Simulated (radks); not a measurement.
# W⁴⁺ in [Xe] 4f14 5d2: an all-electron calculation

Wanted: eigenvalues, radial structure and energy terms of the tungsten ion W4+.

Program: radks (a radial shooting solver on a logarithmic mesh, Libxc functionals) version 1. Level of theory: scalar-relativistic Kohn-Sham, PBEsol, spin-polarised, spherical densities, point nucleus; open shells are filled with parallel spins first. These are calculated values, not measurements, unless marked.

### 1 Starting point

* element: tungsten (Z = 74)
* charge: +4
* electrons: 70
* configuration: [Xe] 4f14 5d2

Outer shells as boxes (Hund's rule):

W⁴⁺
```
[Xe] core
4f [↑↓][↑↓][↑↓][↑↓][↑↓][↑↓][↑↓]
5d [↑ ][↑ ][  ][  ][  ]
```

### 2 Self-consistent calculation

Settings of this run:

```text
Z 74
configuration [Xe] 4f14 5d2
relativity scalar-relativistic
functional pbe_sol,pbe_sol
spin polarised
nucleus point
c 137.035999084
```

On the command line:

```console
$ python run_ks.py task.json out
```

This one command runs every case of the session in turn.

Q: Predict the outcome of this run.

**Answer**, as computed:

| quantity | value |
| --- | --- |
| total energy | -16134.5947 hartree |
| exchange-correlation share of it | 1.96 % |
| −T/E | 1.1020 |
| highest occupied level | 5d up, -44.339 eV |
| most extended occupied level | 5d up, <r> = 1.66 bohr |
| radius at density 0.001 e/bohr³ | 3.14 bohr |
| maxima of the radial density | 4 |
| ionisation energy, NIST | 51.6 (semi-emp.) eV |

**Reading.** 5 principal shells are occupied and 4 maxima appear in the radial density; where shells overlap, one shows as a shoulder or not at all. −T/E is 1.102: with relativity the kinetic term as defined here no longer equals −E. Minus the highest eigenvalue, 44.339 eV, is 86 % of the tabulated ionisation energy (51.6 eV); the potential of a semilocal functional falls off too fast, so its top eigenvalue is too shallow. Open shells are spherical and high-spin; term and fine-structure splittings are not resolved. Spin-orbit splitting is averaged out at the scalar-relativistic level.
